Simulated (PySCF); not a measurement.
# C₅H₈OP₂: electronic excitations

What electronic excitations should C₅H₈OP₂ (`O=P1(P)C=CCC=C1`) show?

Computed with PySCF 2.14.0, with density-fitted response routines of our own, on a single molecule in the gas phase. Atoms count from 0, in the outputs and in this text.

### 1 The molecule as given

16 atoms, charge 0, multiplicity 1; geometry from: GFN2-xTB.

Bonds of the start (Å): O0–P1 1.47, P1–P2 2.20, P1–C3 1.81, C3–C4 1.32, C4–C5 1.50, C5–C6 1.50, C6–C7 1.32, C7–P1 1.81, P2–H8 1.39, P2–H9 1.39, C3–H10 1.08, C4–H11 1.08, C5–H12 1.09, C5–H13 1.10, C6–H14 1.08, C7–H15 1.08.

### 2 Excited states and response: wB97X-D/def2-SVPD

Job settings and geometry (Å):

```
{"job": {"kind": "uv", "xc": "wB97X-D", "basis": "def2-SVPD", "nstates": 8, "ntriplets": 3}, "charge": 0, "multiplicity": 1}
O      1.711017    -1.131299     2.018073
P      1.041704    -0.605947     0.820589
P      2.445102    -0.486716    -0.863613
C     -0.355342    -1.582065     0.220065
C     -1.353444    -1.007121    -0.433806
C     -1.408996     0.455485    -0.756642
C     -0.812180     1.337384     0.296954
C      0.245485     1.008175     1.023182
H      1.755485     0.535726    -1.507393
H      3.224513     0.406724    -0.134578
H     -0.342632    -2.634038     0.467474
H     -2.197769    -1.593959    -0.772522
H     -2.444669     0.751244    -0.936715
H     -0.865254     0.620011    -1.696377
H     -1.300428     2.292658     0.444533
H      0.649810     1.642683     1.799365
```

Level: TDDFT wB97X-D/def2-SVPD, vertical, gas phase, core orbitals frozen in the response.

Launch:

```console
$ OMP_NUM_THREADS=1 python probes_run.py task.json out
```

One launch serves the whole session: the jobs run in the order shown.

What will the session give for the following? lowest singlet (wB97X-D/def2-SVPD); brightest single state of those computed; lowest triplet. Wanted: lowest singlet; brightest single state of those computed; lowest triplet.

**Answer**, as computed:

| quantity | value |
| --- | --- |
| lowest singlet (wB97X-D/def2-SVPD) | 5.54 eV (224 nm), f = 0.067 |
| brightest single state of those computed | state 7, 6.76 eV, f = 0.082 |
| lowest triplet | 4.26 eV |

In words: The first singlet state (HOMO→LUMO 0.88) lies at 5.54 eV and is bright; of the 8 states computed, the strongest absorption comes from state 7 at 6.76 eV. The lowest triplet lies 1.27 eV below the lowest singlet (triplets in Tamm-Dancoff, singlets in full TDDFT).
